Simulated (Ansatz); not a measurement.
# CH4AlFO: rigid scan of one bond length in Python

Aim: a rigid scan of one bond length, for CH4AlFO, run from a script. SMILES: [OH][AlH][CH2]F.

Computed with the Python package of Ansatz 0.2.0. Level of theory: r2SCAN/def2-SVP.

**1. Starting point**

Bond lengths: O1–Al2 1.782 Å, Al2–C3 1.972 Å, C3–F4 1.430 Å, O1–H5 1.009 Å, Al2–H6 1.609 Å, C3–H7 1.074 Å, C3–H8 1.162 Å. Angles: O1–Al2–C3 117.9°, O1–Al2–H6 121.1°, C3–Al2–H6 121.0°, Al2–O1–H5 108.0°, Al2–C3–F4 110.9°, Al2–C3–H7 112.4°, Al2–C3–H8 109.1°, F4–C3–H7 111.6°, F4–C3–H8 103.2°, H7–C3–H8 109.2°.

ch4alfo.xyz, read by the script:

```xyz
8

O    -1.62680    0.97380   -0.93320
Al   -0.40850    0.67330    0.33220
C     0.62240   -1.00570    0.24040
F     1.42670   -1.04540   -0.94090
H    -1.18310    1.49410   -1.67490
H    -0.14410    1.74590    1.50260
H    -0.00250   -1.87580    0.32220
H     1.40800   -1.01730    1.09590
```

**2. The code**

Contents of scan_ch4alfo.py:

```python
"""Potential curve of CH4AlFO along one bond."""

import ansatz as az
import numpy as np

BASIS = "def2-SVP"
FUNCTIONAL = "r2SCAN"

geometry = az.Crystal.molecule_from_extxyz("ch4alfo.xyz")

symbols = [site.symbol for site in geometry.cartesian_sites]
start = np.array([site.position_ang for site in geometry.cartesian_sites])
axis = (start[1] - start[2]) / np.linalg.norm(start[1] - start[2])
moving = [0, 1, 4, 5]
lengths, energies = [1.68, 1.81, 1.97, 2.17, 2.47, 2.96, 3.55, 4.34], []
for length in lengths:
    xyz = start.copy()
    xyz[moving] += (length - np.linalg.norm(start[1] - start[2])) * axis
    point = az.Crystal.molecule()
    for symbol, place in zip(symbols, xyz):
        point = point.atom(symbol, place.tolist())
    base = (
        point.calculation()
        .basis(gaussian=BASIS)  # atom-centred Gaussian functions
        .functional(FUNCTIONAL)
        .spin("collinear")
    )
    r = base.run(threads=1, backend="cpu").report
    energies.append(r["free_energy_ev"])
    print(f"r = {length:6.3f} A  E = {energies[-1]:.5f} eV  <S^2> = {abs(r['mean_field']['state']['spin_squared']):.3f}")

print("energy above the lowest point (eV):", [round(e - min(energies), 3) for e in energies])
```

**3. Running it**

Command:

```
$ python scan_ch4alfo.py
```

Without the output at hand: what should come out? Wanted: range of energy; lowest point, distance.

**Answer**, as computed:

| quantity | value |
| --- | --- |
| runs compared | 8 |
| range of energy | 3.287 eV |
| lowest point, distance (Å) | 1.97 |

**Reading.** The curve has its lowest point inside the range, at 1.97. The ends stand 1.01 and 3.29 eV above it. The distance scanned is the script's pair 2, 1. <S²> moves from 0.00 to 0.94: along the scan the mean field breaks spin symmetry. What to keep in mind:
- The rest of the molecule is held rigid at a force-field or estimated start geometry, and the basis set is modest; single-reference methods fail as a bond breaks.
